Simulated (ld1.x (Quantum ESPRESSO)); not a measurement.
# Hf: related potentials compared

One potential is built and tested. Then a few of its settings are changed, to learn what that costs or gains.

The numbers are computed with ld1.x (Quantum ESPRESSO) 7.5 (PBE, scalar-relativistic, spin-unpolarised reference atom).

3 further runs of the same task are left out: 2 that didn't finish, 1 set aside as unsound or not needed.

**1. The atom and the settings**

Typed settings, in words:

| Quantity | Value |
| --- | --- |
| element | hafnium (Hf, Z = 72) |
| type | PAW |
| frozen core | [Kr] 4d10 4f14 |
| valence charge | 12 |
| reference configuration | 5s2 5p6 5d2 6s0 6p0 (charge +2) |
| partial waves | 5s (bound): rcut 2.00, rcutus 2.35 bohr; 6s (bound, empty): rcut 2.00, rcutus 2.35 bohr; 5p (bound): rcut 2.45, rcutus 2.60 bohr; 6p (bound, empty): rcut 2.45, rcutus 2.60 bohr; 5d (bound): rcut 2.10, rcutus 2.65 bohr; 5d channel at -0.85 Ry: rcut 2.10, rcutus 2.65 bohr; 5f channel at 0.2 Ry: rcut 2.35, rcutus 2.90 bohr; 5f channel at 2.45 Ry: rcut 2.35, rcutus 2.90 bohr |
| local potential | all-electron potential smoothed inside 2.05 bohr (lloc = -1) |
| core correction | not asked for |
| augmentation charge | PSQ, inside the norm-conserving radii |

The outer shells as boxes (Hund's rule for the drawing; the calculation is spin-unpolarised):

```
[Kr] core
4d [↑↓][↑↓][↑↓][↑↓][↑↓]
4f [↑↓][↑↓][↑↓][↑↓][↑↓][↑↓][↑↓]
5s [↑↓]
5p [↑↓][↑↓][↑↓]
5d [↑ ][↑ ][  ][  ][  ]
6s [  ]
6p [  ][  ][  ]
```

The nodes and maxima of the atom's own shells, from an earlier all-electron run, set the scale for the radii.

All-electron outer shells of the reference configuration (PBE, scalar-relativistic, ld1.x):

| shell | level (eV) | outermost node (bohr) | outermost maximum (bohr) |
| --- | --- | --- | --- |
| 5s | -82.08 | 0.55 | 1.01 |
| 5p | -50.63 | 0.60 | 1.16 |
| 4f | -31.91 | – | 0.45 |
| 6s | -17.50 | 1.36 | 2.68 |
| 5d | -16.70 | 0.67 | 1.65 |
| 6p | -12.02 | 1.62 | 3.36 |
| 5f | -4.35 | 1.05 | 5.53 |

**2. The first potential**

File Hf.in:

```
 &input
   title='Hf', zed=72., rel=1, dft='PBE', iswitch=3,
   config='[Xe] 4f14 5d2 5f-2 6s0 6p0',
   nld=4, rlderiv=3.15, eminld=-8.0, emaxld=5.0, deld=0.04
 /
 &inputp
   pseudotype=3, lpaw=.true., tm=.true., lloc=-1, rcloc=2.05,
   nlcc=.false.,
   which_augfun='PSQ', rmatch_augfun_nc=.true.,
   file_pseudopw='Hf.UPF', file_wfcaegen='ae.wfc', file_wfcncgen='nc.wfc', file_beta='beta', file_chi='chi', file_wfcusgen='us.wfc'
 /
8
5S  1  0   2.00   0.00  2.00  2.35  0.0
6S  2  0   0.00   0.00  2.00  2.35  0.0
5P  2  1   6.00   0.00  2.45  2.60  0.0
6P  3  1   0.00   0.00  2.45  2.60  0.0
5D  3  2   2.00   0.00  2.10  2.65  0.0
5D  3  2   0.00  -0.85  2.10  2.65  0.0
5F  4  3  -2.00   0.20  2.35  2.90  0.0
5F  4  3  -2.00   2.45  2.35  2.90  0.0
 &test
   configts(1)='5s2 5p6 5d2 6s0 6p0'
 /
```

Run with:

```bash
$ ld1.x < Hf.in > Hf.out
```

What the program wrote to Hf.out (without the banner and most projector matrices):

```text
     Program LD1 v.7.5
     --------------------------- All-electron run ----------------------------

     Hf
     scalar relativistic calculation

     atomic number is 72.00
     dft =PBE   lsd =0 sic =0 latt =0  beta=0.20 tr2=1.0E-14
     Exchange-correlation= PBE
                           (   1   4   3   4   0   0   0)
     mesh =1271 r(mesh) =  99.31870 a.u. xmin = -7.00 dx = 0.01250
     1 Ry =  13.60569312 eV, c = 137.03599908

     n l     nl                  e(Ry)          e(Ha)          e(eV)
     1 0     1S 1( 2.00)     -4799.7287     -2399.8643    -65303.6354
     2 0     2S 1( 2.00)      -821.7558      -410.8779    -11180.5569
     2 1     2P 1( 6.00)      -721.6263      -360.8131     -9818.2258
     3 0     3S 1( 2.00)      -188.0958       -94.0479     -2559.1733
     3 1     3P 1( 6.00)      -158.1875       -79.0937     -2152.2499
     4 0     4S 1( 2.00)       -38.7809       -19.3904      -527.6408
     4 1     4P 1( 6.00)       -28.9710       -14.4855      -394.1699
     3 2     3D 1(10.00)      -122.8118       -61.4059     -1670.9397
     5 0     5S 1( 2.00)        -6.0330        -3.0165       -82.0825
     5 1     5P 1( 6.00)        -3.7209        -1.8604       -50.6249
     4 2     4D 1(10.00)       -16.2989        -8.1494      -221.7578
     4 3     4F 1(14.00)        -2.3453        -1.1727       -31.9098
     5 2     5D 1( 2.00)        -1.2277        -0.6139       -16.7042
     6 0     6S 1( 0.00)        -1.2863        -0.6431       -17.5005
     6 1     6P 1( 0.00)        -0.8833        -0.4416       -12.0175

     final scf error:  9.8E-15 reached in  32 iterations

     Etot =  -30154.814543 Ry,  -15077.407272 Ha, -410277.152854 eV

     Ekin =   33044.944289 Ry,   16522.472144 Ha,  449599.371259 eV
     Encl =  -74319.241712 Ry,  -37159.620856 Ha,-1011164.795862 eV
     Eh   =   11733.957516 Ry,    5866.978758 Ha,  159648.625077 eV
     Exc  =    -614.474636 Ry,    -307.237318 Ha,   -8360.353327 eV

     normalization and overlap integrals

     s(1S/1S) =  1.000000  <r> =   0.0190  <r2> =    0.0005  r(max) =   0.0120
     s(2S/2S) =  1.000000  <r> =   0.0804  <r2> =    0.0076  r(max) =   0.0679
     s(2P/2P) =  1.000000  <r> =   0.0717  <r2> =    0.0063  r(max) =   0.0556
     s(3S/3S) =  1.000000  <r> =   0.2086  <r2> =    0.0498  r(max) =   0.1917
     s(3P/3P) =  1.000000  <r> =   0.2085  <r2> =    0.0504  r(max) =   0.1893
     s(4S/4S) =  1.000000  <r> =   0.4682  <r2> =    0.2475  r(max) =   0.4375
     s(4P/4P) =  1.000000  <r> =   0.4976  <r2> =    0.2818  r(max) =   0.4599
     s(3D/3D) =  1.000000  <r> =   0.1890  <r2> =    0.0419  r(max) =   0.1550
     s(5S/5S) =  1.000000  <r> =   1.1348  <r2> =    1.4489  r(max) =   1.0109
     s(5P/5P) =  1.000000  <r> =   1.3380  <r2> =    2.0332  r(max) =   1.1599
     s(4D/4D) =  1.000000  <r> =   0.5351  <r2> =    0.3323  r(max) =   0.4716
     s(4F/4F) =  1.000000  <r> =   0.6764  <r2> =    0.5923  r(max) =   0.4542
     s(5D/5D) =  1.000000  <r> =   2.1161  <r2> =    5.2847  r(max) =   1.6460
     s(6S/6S) =  1.000000  <r> =   3.0040  <r2> =   10.1069  r(max) =   2.6800
     s(6P/6P) =  1.000000  <r> =   3.7602  <r2> =   15.8319  r(max) =   3.3563

     ------------------------ End of All-electron run ------------------------

     --------------------- Generating PAW atomic setup --------------------

      Generating local potential from pseudized AE potential:
      Matching radius rcloc =   2.0500

      Local pseudo, rcloc= 2.061 Estimated cut-off energy=     5.53 Ry

      Computing core charge for PAW:

       r > 0.91 : true rho core
       r < 0.91 : rho core = a sin(br)/r    a=  28.85  b=   2.88

      Integrated core pseudo-charge :  13.09
      Wfc-us  5S rcutus= 2.336  Estimated cut-off energy=    10.75 Ry
      Wfc-us  6S rcutus= 2.336  Estimated cut-off energy=    22.04 Ry
      Wfc-us  5P rcutus= 2.581  Estimated cut-off energy=    13.29 Ry
      Wfc-us  6P rcutus= 2.581  Estimated cut-off energy=    10.26 Ry
      Wfc-us  5D rcutus= 2.647  Estimated cut-off energy=    16.63 Ry
      Wfc-us  5D rcutus= 2.647  Estimated cut-off energy=    19.13 Ry
      Wfc-us  5F rcutus= 2.925  Estimated cut-off energy=    17.51 Ry
      Wfc-us  5F rcutus= 2.925  Estimated cut-off energy=    27.47 Ry

     Required augmentation: PSQ   radius:    2.900000

     Q pseudized with Bessel functions
     Expected ecutrho=     139.4574 due to l1=  2   l2=  3

     Estimated PAW energy = -694.035319 Ryd

     The PAW screened D coefficients
    -1.08555     3.58995     0.00000     0.00000     0.00000     0.00000
     0.00000     0.00000
     3.58995     3.75490     0.00000     0.00000     0.00000     0.00000
     0.00000     0.00000
     0.00000     0.00000    -2.12331    -0.61043     0.00000     0.00000
     0.00000     0.00000
     0.00000     0.00000    -0.61043     0.06704     0.00000     0.00000
     0.00000     0.00000
     0.00000     0.00000     0.00000     0.00000    -0.37286    -0.22085
     0.00000     0.00000
     0.00000     0.00000     0.00000     0.00000    -0.22085    -0.12844
     0.00000     0.00000
     0.00000     0.00000     0.00000     0.00000     0.00000     0.00000
     0.01741     0.03252
     0.00000     0.00000     0.00000     0.00000     0.00000     0.00000
     0.03252     0.06713

     The PAW descreened D coefficients (US)
     2.03884     0.01307     0.00000     0.00000     0.00000     0.00000
     0.00000     0.00000
     0.01307    -2.98466     0.00000     0.00000     0.00000     0.00000
     0.00000     0.00000
     0.00000     0.00000     2.93824     1.35494     0.00000     0.00000
     0.00000     0.00000
     0.00000     0.00000     1.35494     0.80209     0.00000     0.00000
     0.00000     0.00000
     0.00000     0.00000     0.00000     0.00000     0.77335     0.62583
     0.00000     0.00000
     0.00000     0.00000     0.00000     0.00000     0.62583     0.46061
     0.00000     0.00000
     0.00000     0.00000     0.00000     0.00000     0.00000     0.00000
     0.12887     0.24004
     0.00000     0.00000     0.00000     0.00000     0.00000     0.00000
     0.24004     0.46647

     ------------------- End of pseudopotential generation -------------------

     [... the all-electron block is printed once more ...]


     Computing logarithmic derivative in   3.13335
     Computing logarithmic derivative in   3.13335
     Computing the partial wave expansion
     R is outside the sphere for l=    0 j= 0.00
     R is outside the sphere for l=    0 j= 0.00
     R is outside the sphere for l=    1 j= 0.00
     R is outside the sphere for l=    1 j= 0.00
     R is outside the sphere for l=    2 j= 0.00
     R is outside the sphere for l=    2 j= 0.00
     R is outside the sphere for l=    3 j= 0.00
     R is outside the sphere for l=    3 j= 0.00

     ---------------------- Testing the pseudopotential ----------------------

     Hf
     scalar relativistic calculation

     atomic number is 72.00   valence charge is 12.00
     dft = SLA  PW   PBX  PBC   lsd =0 sic =0 latt =0  beta=0.20 tr2=1.0E-14
     mesh =1271 r(mesh) =  99.31870 xmin = -7.00 dx = 0.01250

     n l     nl             e AE (Ry)        e PS (Ry)    De AE-PS (Ry)
     1 0     5S   1( 2.00)       -6.03295       -6.03303        0.00008
     2 1     5P   1( 6.00)       -3.72086       -3.72093        0.00007
     3 2     5D   1( 2.00)       -1.22774       -1.22779        0.00005
     2 0     6S   1( 0.00)       -1.28626       -1.28632        0.00006
     3 1     6P   1( 0.00)       -0.88327       -0.88333        0.00006

     eps = 1.4E-16  iter =  4

     Etot =  -30154.814543 Ry,  -15077.407272 Ha, -410277.152854 eV
     Etotps =  -694.035350 Ry,    -347.017675 Ha,   -9442.831987 eV

     Ekin =     197.262042 Ry,      98.631021 Ha,    2683.886810 eV
     Encl =    -339.826293 Ry,    -169.913147 Ha,   -4623.572264 eV
     Ehrt =      63.002975 Ry,      31.501488 Ha,     857.199149 eV
     Ecxc =    -614.474074 Ry,    -307.237037 Ha,   -8360.345683 eV

     ---------------------- End of pseudopotential test ----------------------
```

Wall time 3.2 s (1 thread, shared host). This counts the later configuration tests of the new file too.

All-electron and pseudo partial waves u(r) = r·R(r), from the program's wave files:

| r (bohr) | 6s AE | 6s PS | 6p AE | 6p PS |
| --- | --- | --- | --- | --- |
| 0.145 | 0.1404 | 0.3526 | -0.1134 | -0.0019 |
| 0.290 | -0.1337 | 0.6615 | 0.0946 | -0.0071 |
| 0.435 | -0.1658 | 0.8900 | 0.1548 | -0.0144 |
| 0.580 | 0.0692 | 1.0143 | 0.0055 | -0.0220 |
| 0.725 | 0.2670 | 1.0263 | -0.1600 | -0.0273 |
| 0.870 | 0.3377 | 0.9344 | -0.2616 | -0.0280 |
| 1.015 | 0.2989 | 0.7599 | -0.2913 | -0.0216 |
| 1.160 | 0.1917 | 0.5332 | -0.2644 | -0.0064 |
| 1.305 | 0.0520 | 0.2867 | -0.1998 | 0.0191 |
| 1.450 | -0.0949 | 0.0492 | -0.1137 | 0.0551 |
| 1.595 | -0.2335 | -0.1580 | -0.0178 | 0.1011 |
| 1.740 | -0.3552 | -0.3243 | 0.0795 | 0.1555 |
| 1.885 | -0.4566 | -0.4484 | 0.1727 | 0.2160 |
| 2.030 | -0.5366 | -0.5361 | 0.2585 | 0.2796 |
| 2.175 | -0.5962 | -0.5965 | 0.3351 | 0.3432 |
| 2.320 | -0.6374 | -0.6374 | 0.4013 | 0.4034 |
| 2.465 | -0.6622 | -0.6622 | 0.4571 | 0.4573 |
| 2.610 | -0.6732 | -0.6732 | 0.5026 | 0.5026 |
| 2.755 | -0.6724 | -0.6724 | 0.5383 | 0.5383 |
| 2.900 | -0.6622 | -0.6622 | 0.5648 | 0.5648 |
| 3.045 | -0.6445 | -0.6445 | 0.5830 | 0.5830 |
| 3.190 | -0.6210 | -0.6210 | 0.5936 | 0.5936 |
| 3.335 | -0.5932 | -0.5932 | 0.5976 | 0.5976 |
| 3.480 | -0.5624 | -0.5624 | 0.5959 | 0.5959 |
| 3.625 | -0.5298 | -0.5298 | 0.5891 | 0.5891 |
| 3.770 | -0.4961 | -0.4961 | 0.5781 | 0.5781 |

**3. Configuration tests**

File Hf.test.in:

```
 &input
   title='Hf', zed=72., rel=1, dft='PBE', iswitch=2,
   config='[Xe] 4f14 5d2 5f-2 6s0 6p0'
 /
 &test
   file_pseudo='Hf.UPF', nconf=8,
   configts(1)='5s2 5p6 5d2 6s0 6p0',
   configts(2)='5s2 5p6 5d2 6s2 6p0',
   configts(3)='5s2 5p6 5d2 6s1 6p0',
   configts(4)='5s2 5p6 5d1 6s0 6p0',
   configts(5)='5s2 5p5 5d2 6s2 6p0',
   configts(6)='5s2 5p6 5d2 6s0 6p2',
   configts(7)='5s1 5p6 5d2 6s2 6p0',
   configts(8)='5s2 5p6 5d2 6s1 6p1'
 /
```

Run with:

```bash
$ ld1.x < Hf.test.in > Hf.test.out
```

Hf.test.out, the pseudopotential blocks, each with the warnings that came before it:

```text
     ---------------------- Testing the pseudopotential ----------------------

     Hf
     scalar relativistic calculation

     atomic number is 72.00   valence charge is 12.00
     dft =SLA  PW   PBX  PBC   lsd =0 sic =0 latt =0  beta=0.20 tr2=1.0E-14
     mesh =1271 r(mesh) =  99.31870 xmin = -7.00 dx = 0.01250

     n l     nl             e AE (Ry)        e PS (Ry)    De AE-PS (Ry)
     1 0     5S   1( 2.00)       -6.03295       -6.03303        0.00008
     2 1     5P   1( 6.00)       -3.72086       -3.72093        0.00007
     3 2     5D   1( 2.00)       -1.22774       -1.22779        0.00005
     2 0     6S   1( 0.00)       -1.28626       -1.28632        0.00006
     3 1     6P   1( 0.00)       -0.88327       -0.88333        0.00006

     eps = 1.4E-16  iter =  4

     Etot =  -30154.814546 Ry,  -15077.407273 Ha, -410277.152887 eV
     Etotps =  -694.035350 Ry,    -347.017675 Ha,   -9442.831987 eV

     Ekin =     197.262042 Ry,      98.631021 Ha,    2683.886810 eV
     Encl =    -339.826293 Ry,    -169.913147 Ha,   -4623.572264 eV
     Ehrt =      63.002975 Ry,      31.501488 Ha,     857.199149 eV
     Ecxc =    -614.474074 Ry,    -307.237037 Ha,   -8360.345683 eV

     ---------------------- End of pseudopotential test ----------------------

     ---------------------- Testing the pseudopotential ----------------------

     Hf
     scalar relativistic calculation

     atomic number is 72.00   valence charge is 12.00
     dft =SLA  PW   PBX  PBC   lsd =0 sic =0 latt =0  beta=0.20 tr2=1.0E-14
     mesh =1271 r(mesh) =  99.31870 xmin = -7.00 dx = 0.01250

     n l     nl             e AE (Ry)        e PS (Ry)    De AE-PS (Ry)
     1 0     5S   1( 2.00)       -4.92555       -4.92216       -0.00339
     2 1     5P   1( 6.00)       -2.61460       -2.61231       -0.00230
     3 2     5D   1( 2.00)       -0.19761       -0.19745       -0.00016
     2 0     6S   1( 2.00)       -0.37544       -0.37665        0.00121
     3 1     6P   1( 0.00)       -0.10262       -0.10372        0.00110

     eps = 9.2E-15  iter = 14

     Etot =  -30156.442974 Ry,  -15078.221487 Ha, -410299.308785 eV
     Etotps =  -695.665634 Ry,    -347.832817 Ha,   -9465.013136 eV
     dEtot_ae =      -1.628428 Ry
     dEtot_ps =      -1.630284 Ry,   Delta E=       0.001856 Ry

     Ekin =     199.601271 Ry,      99.800635 Ha,    2715.713634 eV
     Encl =    -355.092109 Ry,    -177.546055 Ha,   -4831.274272 eV
     Ehrt =      75.009838 Ry,      37.504919 Ha,    1020.560838 eV
     Ecxc =    -615.184633 Ry,    -307.592317 Ha,   -8370.013336 eV

     ---------------------- End of pseudopotential test ----------------------

     ---------------------- Testing the pseudopotential ----------------------

     Hf
     scalar relativistic calculation

     atomic number is 72.00   valence charge is 12.00
     dft =SLA  PW   PBX  PBC   lsd =0 sic =0 latt =0  beta=0.20 tr2=1.0E-14
     mesh =1271 r(mesh) =  99.31870 xmin = -7.00 dx = 0.01250

     n l     nl             e AE (Ry)        e PS (Ry)    De AE-PS (Ry)
     1 0     5S   1( 2.00)       -5.43473       -5.43144       -0.00328
     2 1     5P   1( 6.00)       -3.12470       -3.12239       -0.00231
     3 2     5D   1( 2.00)       -0.67663       -0.67617       -0.00046
     2 0     6S   1( 1.00)       -0.80664       -0.80734        0.00071
     3 1     6P   1( 0.00)       -0.46737       -0.46828        0.00091

     eps = 4.1E-15  iter = 12

     Etot =  -30155.856735 Ry,  -15077.928367 Ha, -410291.332597 eV
     Etotps =  -695.078157 Ry,    -347.539079 Ha,   -9457.020101 eV
     dEtot_ae =      -1.042189 Ry
     dEtot_ps =      -1.042807 Ry,   Delta E=       0.000618 Ry

     Ekin =     198.800031 Ry,      99.400015 Ha,    2704.812214 eV
     Encl =    -348.259845 Ry,    -174.129922 Ha,   -4738.316574 eV
     Ehrt =      69.233858 Ry,      34.616929 Ha,     941.974620 eV
     Ecxc =    -614.852201 Ry,    -307.426100 Ha,   -8365.490361 eV

     ---------------------- End of pseudopotential test ----------------------

     ---------------------- Testing the pseudopotential ----------------------

     Hf
     scalar relativistic calculation

     atomic number is 72.00   valence charge is 12.00
     dft =SLA  PW   PBX  PBC   lsd =0 sic =0 latt =0  beta=0.20 tr2=1.0E-14
     mesh =1271 r(mesh) =  99.31870 xmin = -7.00 dx = 0.01250

     n l     nl             e AE (Ry)        e PS (Ry)    De AE-PS (Ry)
     1 0     5S   1( 2.00)       -6.92846       -6.94719        0.01873  !
     2 1     5P   1( 6.00)       -4.59441       -4.60882        0.01441  !
     3 2     5D   1( 1.00)       -1.99375       -2.00060        0.00685  !
     2 0     6S   1( 0.00)       -1.90796       -1.91250        0.00454
     3 1     6P   1( 0.00)       -1.41859       -1.42382        0.00523  !

     eps = 1.2E-15  iter =  9

     Etot =  -30153.212710 Ry,  -15076.606355 Ha, -410255.358809 eV
     Etotps =  -692.430322 Ry,    -346.215161 Ha,   -9420.994476 eV
     dEtot_ae =       1.601835 Ry
     dEtot_ps =       1.605027 Ry,   Delta E=      -0.003192 Ry

     Ekin =     194.707816 Ry,      97.353908 Ha,    2649.134798 eV
     Encl =    -327.954292 Ry,    -163.977146 Ha,   -4462.045449 eV
     Ehrt =      54.494487 Ry,      27.247243 Ha,     741.435264 eV
     Ecxc =    -613.678334 Ry,    -306.839167 Ha,   -8349.519089 eV

     ---------------------- End of pseudopotential test ----------------------

     BEWARE! Errors in PS-KS equations
     Warning: n=1, l=0 expected 0 nodes, found 1
     Warning: n=2, l=0 expected 1 nodes, found 2
     Warning: n=2, l=1 expected 0 nodes, found 1
     ---------------------- Testing the pseudopotential ----------------------

     Hf
     scalar relativistic calculation

     atomic number is 72.00   valence charge is 12.00
     dft =SLA  PW   PBX  PBC   lsd =0 sic =0 latt =0  beta=0.20 tr2=1.0E-14
     mesh =1271 r(mesh) =  99.31870 xmin = -7.00 dx = 0.01250

     n l     nl             e AE (Ry)        e PS (Ry)    De AE-PS (Ry)
     1 0     5S   1( 2.00)       -5.80392       -7.92120        2.11729  !
     2 1     5P   1( 5.00)       -3.45279       -0.97914       -2.47365  !
     3 2     5D   1( 2.00)       -0.87531       -0.72876       -0.14655  !
     2 0     6S   1( 2.00)       -0.90669       -0.25742       -0.64927  !
     3 1     6P   1( 0.00)       -0.52406       -0.52406        0.00000

     eps = 3.8E-16  iter = 16

     Etot =  -30153.427966 Ry,  -15076.713983 Ha, -410258.287510 eV
     Etotps =  -618.894737 Ry,    -309.447369 Ha,   -8420.491870 eV
     dEtot_ae =       1.386580 Ry
     dEtot_ps =      75.140613 Ry,   Delta E=     -73.754033 Ry

     Ekin =     -22.710477 Ry,     -11.355238 Ha,    -308.991775 eV
     Encl =       0.000000 Ry,       0.000000 Ha,       0.000000 eV
     Ehrt =       0.000000 Ry,       0.000000 Ha,       0.000000 eV
     Ecxc =    -596.184261 Ry,    -298.092130 Ha,   -8111.500095 eV

     ---------------------- End of pseudopotential test ----------------------
```

4 tests gave no usable energy difference (5s2 5p5 5d2 6s2 6p0; 5s2 5p6 5d2 6s0 6p2; 5s1 5p6 5d2 6s2 6p0; 5s2 5p6 5d2 6s1 6p1); the test run stopped with "negative rho".

The tests as a table, with energies relative to 5s2 5p6 5d2 6s0 6p0.

```csv
valence configuration,charge,ΔE all-electron (eV),error AE − PS (meV)
5s2 5p6 5d2 6s2 6p0,0,-22.156,+25
5s2 5p6 5d2 6s1 6p0,+1,-14.180,+8.4
5s2 5p6 5d1 6s0 6p0,+3,21.794,-43
```

**4. Does it scatter like the atom?**

Taken from the files of the generation run. The phase is arctan(r·u′/u) with u = r·R, unwrapped, with energies in Ry. A pole is an energy at which the radial function vanishes at the test radius. The pseudo phase is shifted by a multiple of π to meet the all-electron one at the reference energy. Levels narrower than the energy grid can be missing from the poles. Left out: s, where the overlap operator is not positive , so their phases aren't trusted. The last column is the largest difference on the grid between −1 and +1 Ry.

```tsv
channel	radius (bohr)	reference (Ry)	poles AE	poles PS	window around the reference with phases within 0.05 rad (Ry)	largest difference near zero (rad)
p	3.13	-0.88	-3.69, 1.26	-3.69, 1.02, 4.74	below 1.4	0.025
d	3.13	-1.23	-0.89, 3.46	-0.89, 3.40	the whole range	0.017
f	3.13	0.20	-2.34, 1.80	1.80, 2.66	-2.3 to 2.6	0.001
```

Phases (rad) along the scan:

| E (Ry) | p AE | p PS | f AE | f PS |
| --- | --- | --- | --- | --- |
| -8.00 | 1.445 | 1.445 | 1.456 | -1.686 |
| -7.52 | 1.440 | 1.440 | 1.452 | -1.690 |
| -7.04 | 1.435 | 1.434 | 1.448 | -1.694 |
| -6.56 | 1.428 | 1.428 | 1.443 | -1.698 |
| -6.08 | 1.420 | 1.420 | 1.438 | -1.704 |
| -5.60 | 1.411 | 1.411 | 1.432 | -1.710 |
| -5.12 | 1.399 | 1.399 | 1.425 | -1.716 |
| -4.64 | 1.383 | 1.383 | 1.417 | -1.724 |
| -4.16 | 1.352 | 1.352 | 1.408 | -1.733 |
| -3.68 | -1.598 | -1.599 | 1.397 | -1.744 |
| -3.20 | -1.777 | -1.778 | 1.383 | -1.758 |
| -2.72 | -1.822 | -1.823 | 1.364 | -1.775 |
| -2.24 | -1.878 | -1.880 | -1.786 | -1.797 |
| -1.76 | -1.975 | -1.977 | -1.827 | -1.829 |
| -1.28 | -2.199 | -2.200 | -1.877 | -1.878 |
| -0.80 | -2.985 | -2.986 | -1.963 | -1.964 |
| -0.32 | -4.143 | -4.151 | -2.159 | -2.160 |
| 0.16 | -4.490 | -4.503 | -2.878 | -2.879 |
| 0.64 | -4.622 | -4.642 | -4.159 | -4.160 |
| 1.12 | -4.696 | -4.729 | -4.532 | -4.533 |
| 1.60 | -4.749 | -4.813 | -4.673 | -4.673 |
| 2.08 | -4.797 | -4.959 | -4.760 | -4.760 |
| 2.56 | -4.851 | -5.772 | -4.840 | -4.841 |
| 3.04 | -4.925 | -7.506 | -4.952 | -8.084 |
| 3.52 | -5.063 | -7.718 | -5.220 | -8.313 |
| 4.00 | -5.468 | -7.793 | -6.493 | -9.292 |
| 4.48 | -6.826 | -7.836 | -7.456 | -10.489 |
| 4.96 | -7.462 | -7.867 | -7.662 | -10.755 |

**5. Plane-wave convergence, by spherical Bessel functions**

A separate test, outside the generator: the pseudo-atom's Hamiltonian at the reference potential is diagonalised in spherical Bessel functions j_l(qr) that vanish at 20 bohr, with q² up to the cutoff.

No cutoffs are read. The overlap operator is not positive in s (lowest eigenvalue -0.001), so the test is not defined there. The ghost test is not conclusive.

(Part 1 of 2 ends here.)
